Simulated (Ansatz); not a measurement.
# AlGa (singlet): wave-function methods side by side at distance Al1–Ga2 = 8.106 Å, cc-pVDZ

How much of the correlation energy of AlGa (singlet) does each wave-function method recover here?

Computed with Ansatz 0.2.0, Gaussian basis. Level: cc-pVDZ, core rule «outside noble gas», up to 19 orbitals frozen.

The runs, in order: UHF; CCSD(T) on RHF; CCSD(T) on UHF; BCCD(T) on RHF; CISD; CCSDT(Q) on RHF; CCSDT(Q) on UHF; CCSDTQ on RHF; CASSCF and MRCISD+Q, 2 electrons in 2 orbitals; CASSCF and NEVPT2, 2 electrons in 2 orbitals; CASSCF and MRCISD+Q, 6 electrons in 8 orbitals; CASSCF and NEVPT2, 6 electrons in 8 orbitals; Full CI; Full CI in the symmetry of the determinant.

34 further runs of the same task are left out: 5 for a known fault of the program, 1 for a mislabelled method, 21 that didn't finish, 7 set aside as unsound or not needed.

### Step 1. The geometry

The geometry derives from a PBE0/def2-TZVP stationary point (not a proven minimum). One bond is set to the value named and the two fragments are kept rigid. No spin-orbit coupling is included. The filled d shell of Ga may be among the frozen orbitals whatever the setting's name suggests; the logs give the count.

2 atoms, charge 0, spin multiplicity 1.

Atoms are counted from 1 here; the program's logs count them from 0.

No contacts short enough for the rule that draws bonds.

### Step 2. UHF

in.yaml reads:

```yaml
crystal:
  periodic: [false, false, false]
  atoms:
    - {symbol: Al, position_ang: [0.000000, 0.000000, 0.000000]}
    - {symbol: Ga, position_ang: [0.000000, 0.000000, 8.106000]}
basis:
  gaussian: {orbitals: cc-pVDZ}
magnetization: {spin_polarized: true, initial_magnetization: 0}
hamiltonian: {xc: hf}
output: {orbitals: {seedname: orbitals}}
```

Run with:

```
> ansatz run in.yaml --threads 1 --pin off --events-out ev --progress --plain --max-ram 2393MiB
```

Further steps of the session: CCSD(T) on RHF; CCSD(T) on UHF; BCCD(T) on RHF; CISD; CCSDT(Q) on RHF; CCSDT(Q) on UHF; CCSDTQ on RHF; CASSCF and MRCISD+Q, 2 electrons in 2 orbitals; CASSCF and NEVPT2, 2 electrons in 2 orbitals; CASSCF and MRCISD+Q, 6 electrons in 8 orbitals; CASSCF and NEVPT2, 6 electrons in 8 orbitals; Full CI; Full CI in the symmetry of the determinant.

**Question.** What will the summary of the whole plan be? Wanted: FCI below the RHF energy; UMP2 from FCI; UCCSD(T) from FCI; UCCSDT(Q) from FCI; T1 diagnostic; effectively unpaired electrons.

The runs gave:

| quantity | value |
| --- | --- |
| FCI below the RHF energy | -5.4644 eV |
| UMP2 from FCI | +86.0 kJ/mol |
| UCCSD(T) from FCI | +1.3 kJ/mol |
| UCCSDT(Q) from FCI | -0.3 kJ/mol |
| levels within 1 kcal/mol (43 meV) | UCCSD(T), UCCSDT, UCCSDT(Q) |
| T1 diagnostic | 0.038 |
| effectively unpaired electrons | 2.39 |

What this shows: UCCSD(T) lands +1.3 kJ/mol from the yardstick (0.3 % of the correlation energy). UCCSDT, UCCSDT(Q) fall below full CI: unrestricted runs freeze a spin-polarised core, another one than full CI's, and coupled cluster isn't variational. The occupations show strong static correlation (2.4 unpaired electrons where one determinant has 0). Coupled cluster on one determinant still stays close here. The lowest state has another symmetry than the determinant, whose own symmetry lies 0.01 eV higher, so single-reference misses include that gap. These misses are within one basis, not against nature.
